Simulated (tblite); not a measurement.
# CH2F2OSe: the cost of one run

Programs: tblite 0.8.0 and PySCF 2.14.0. All values are calculated, for the isolated system unless a continuum is named. Atoms count from 0, parts from 1.

### 1 The system as given

7 atoms, charge 0, multiplicity 1; geometry: rigid parts in contact. Parts: 1 = atoms 0–2, `F[Se]F`, charge 0; 2 = atoms 3–6, `C=O`, charge 0.

### 2 Search for minima with GFN2-xTB

What the job is given:

```
{"job": {"kind": "dock", "xc": "GFN2-xTB", "basis": "xTB"}, "charge": 0, "multiplicity": 1, "parts": [{"atoms": "0-2", "charge": 0, "multiplicity": 1}, {"atoms": "3-6", "charge": 0, "multiplicity": 1}]}
F     -0.619556     0.364966     1.177082
Se    -0.238814    -0.755025    -0.170208
F      0.858370     0.390059    -1.006875
C     -1.341333    -2.665453    -2.315621
O     -0.469392    -2.878652    -1.531189
H     -1.385006    -1.747546    -2.925813
H     -2.172041    -3.369477    -2.492004
```

Method: GFN2-xTB search for minima from random contacts, gas phase.

Command:

```
$ OMP_NUM_THREADS=1 python cluster_run.py task.json out
```

One launch serves the whole session: the jobs run in the order shown.

Q: Estimate the wall time of this first job on 1 thread of Intel Xeon Platinum 8259CL at 2.50GHz, shared host.

About 2.9 s.
